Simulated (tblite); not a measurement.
# C4H13FN2Si2: the cost of one run

Programs: tblite 0.8.0 and PySCF 2.14.0, with density-fitted response routines of our own. Each step states its level of theory. These are calculated values for one molecule in the gas phase, unless marked as measured. Atoms are numbered from 0 throughout.

## Step 1: Starting geometry

22 atoms, charge 0, multiplicity 1; geometry from: force field or distance geometry start.

Bonds of the start (Å): C0–Si1 1.85, Si1–C2 1.84, C2–F3 1.38, C2–Si4 1.85, Si1–N5 1.81, N5–C6 1.46, C6–C7 1.50, C7–N8 1.46, N8–Si1 1.78, C0–H9 1.11, C0–H10 1.09, C0–H11 1.11, C2–H12 1.11, Si4–H13 1.49, Si4–H14 1.47, Si4–H15 1.47, N5–H16 1.05, C6–H17 1.10, C6–H18 1.10, C7–H19 1.11, C7–H20 1.11, N8–H21 1.06.

## Step 2: Geometry optimisation with GFN2-xTB

What the job is given:

```
{"job": {"kind": "relax", "xc": "GFN2-xTB", "basis": "xTB"}, "charge": 0, "multiplicity": 1}
C     -0.006300     2.353800     0.168900
Si     0.151800     0.512300     0.129900
C      1.870100    -0.020200     0.529900
F      2.099900    -0.047300     1.888100
Si     2.393900    -1.623500    -0.223800
N     -1.099600    -0.127100     1.270400
C     -2.214600    -0.023300     0.330300
C     -1.716100    -0.838100    -0.823400
N     -0.529900    -0.185300    -1.356300
H     -0.931600     2.632500    -0.382200
H      0.903200     2.776600    -0.266300
H     -0.137400     2.645200     1.234800
H      2.555700     0.766000     0.143900
H      3.870200    -1.688500    -0.071800
H      2.069500    -1.645300    -1.654400
H      1.836400    -2.777300     0.500600
H     -0.973800    -1.161300     1.422400
H     -2.240800     1.033300     0.019000
H     -3.156600    -0.371900     0.772200
H     -2.499600    -0.935200    -1.597100
H     -1.426000    -1.829600    -0.406000
H     -0.829000     0.573700    -2.030600
```

Command:

```bash
> OMP_NUM_THREADS=1 python probes_run.py task.json out
```

The driver reads the jobs from task.json and runs them one after another.

**Question.** How long does this first job take on 1 thread of Arm Neoverse N1, shared host, and how much memory does it need?

About 3.4 s, with a peak of 0.18 GiB.
